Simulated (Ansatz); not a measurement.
SiNi2 in Ansatz: the effect of functional

Crystal: SiNi2.

```
Ni Si
1.0
     4.99000    0.00000    0.00000
     0.00000    3.72000    0.00000
     0.00000    0.00000    7.03000
Ni Si
8 4
Direct
  0.32500 0.75000 0.93700
  0.67500 0.25000 0.06300
  0.17500 0.25000 0.43700
  0.82500 0.75000 0.56300
  0.45800 0.75000 0.29700
  0.54200 0.25000 0.70300
  0.04200 0.25000 0.79700
  0.95800 0.75000 0.20300
  0.78600 0.75000 0.88600
  0.21400 0.25000 0.11400
  0.71400 0.25000 0.38600
  0.28600 0.75000 0.61400
```

Alike in all runs:

| Property | Result |
| --- | --- |
| Program | Ansatz 0.2.0 |
| Task | band structure |
| Potentials or basis | Ansatz PAW |
| Cutoff | 420 eV (not typed: the program's choice for these potentials) |
| k mesh | 5 × 5 × 3 |
| Occupations | fermi-dirac, width 0.05 eV |
| Spin | collinear spin, ferromagnetic start |
| Starting moments | [1.0, 1.0, 1.0, 1.0, 1.0, 1.0, 1.0, 1.0, 0.0, 0.0, 0.0, 0.0] μB |

Task: One run gave: pressure -4.4 GPa; largest force 0.35 eV/Å. Which functional did it use?
A. LDA
B. PBEsol
C. PBE

Result: B.

| functional | pressure (GPa) | largest force (eV/Å) |
| --- | --- | --- |
| LDA | -10.6 | 0.33 |
| PBE | 3.5 | 0.36 |
| PBEsol | -4.4 | 0.35 |

Caveats: the starting moments weren't kept; the PAW data sets come from PBE, with cores solved anew for the run's functional, which leaves a small shift of forces and pressure (some runs).
